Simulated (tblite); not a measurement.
# Ga3H6Si: the cost of one run

Computed with tblite 0.8.0 and PySCF 2.14.0; each step states its level. No surroundings beyond the atoms listed, unless a continuum is named. Atoms count from 0, parts from 1.

### 1 The system as given

10 atoms, charge 0, multiplicity 2; geometry: distance geometry start.

### 2 Relaxing the cluster with GFN1-xTB

Job settings and geometry (Å):

```
{"job": {"kind": "relax", "xc": "GFN1-xTB", "basis": "xTB"}, "charge": 0, "multiplicity": 2}
Si     2.089582     0.021668    -0.881275
Ga    -0.062977     0.425558    -1.640020
Ga     2.459143    -2.057562     0.070273
Ga     3.156856     1.837580     0.127619
H     -1.188961    -0.229104    -0.853999
H     -0.257368     0.438285    -3.170208
H      2.111776    -2.213855     1.550711
H      2.144074    -3.282537    -0.835073
H      2.253920     2.738307     0.980520
H      4.265061     2.512339    -0.674773
```

Method: GFN1-xTB geometry optimisation, gas phase.

Started as:

```console
$ OMP_NUM_THREADS=1 python cluster_run.py task.json out
```

One launch serves the whole session: the jobs run in the order shown.

**Question.** How long does this first job take on 1 thread of Arm Neoverse V1, shared host?

About 5.2 s.
